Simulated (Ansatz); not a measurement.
Predict the output of the script below (Ansatz 0.2.0 through its Python package).

`ch6bfosi.py`:
```python
'''X-H bond energies of CH6BFOSi without relaxation.'''

import ansatz as az
from ase import Atoms

BASIS = 'def2-TZVP'
XC = 'PBE0'


def total_energy(molecule, charge=0, unpaired=0):
    calc = molecule.calculation().basis(gaussian=BASIS).functional(XC)
    if charge:
        calc = calc.charge(charge)
    if unpaired:
        calc = calc.spin('collinear', total=unpaired)
    return calc.run(threads=1).report['free_energy_ev']

def without(molecule, index):
    rest = az.Crystal.molecule()
    for i, site in enumerate(molecule.cartesian_sites):
        if i != index:
            rest = rest.atom(site.symbol, site.position_ang)
    return rest


def main() -> None:
    atoms = Atoms(['C', 'B', 'F', 'Si', 'O', 'H', 'H', 'H', 'H', 'H', 'H'], positions=[
        (-0.3527, -1.0941, 1.1902),
        (0.7057, -0.5713, 0.1512),
        (1.8867, -1.3368, -0.0346),
        (0.5203, 1.0688, -0.8782),
        (-0.9636, 0.9007, -1.8567),
        (-0.5573, -0.2513, 1.9484),
        (-0.0484, -1.9868, 1.6737),
        (-1.3146, -1.2124, 0.6311),
        (1.6152, 1.2966, -1.7016),
        (0.2992, 2.1978, 0.0679),
        (-1.7252, 0.9317, -1.171),
    ])
    mol = az.Crystal.molecule_from_ase(atoms)

    whole = total_energy(mol, 0)
    hydrogen = total_energy(az.Crystal.molecule().atom('H', (0, 0, 0)), 0, 1)
    print(f'E(molecule) = {whole:.5f} eV, E(H) = {hydrogen:.5f} eV')
    for index in [7, 9, 10]:
        radical = total_energy(without(mol, index), 0, 1)
        print(f'H{index}: homolysis {96.485332 * (radical + hydrogen - whole):.1f} kJ/mol')


if __name__ == '__main__':
    main()
```

Output of `python ch6bfosi.py`:
```text
E(molecule) = -14446.94674 eV, E(H) = -13.63389 eV
H7: homolysis 459.3 kJ/mol
H9: homolysis 367.7 kJ/mol
H10: homolysis 471.5 kJ/mol
```

The settings weren't tested for convergence. The geometry is a force-field or estimated start, not a minimum of this method, and the basis set is short of its limit. All parts are taken at fixed geometry, without zero-point energy. Run time: 64 s on 1 thread of Arm Neoverse V2, on a shared host, peak memory 0.78 GiB.
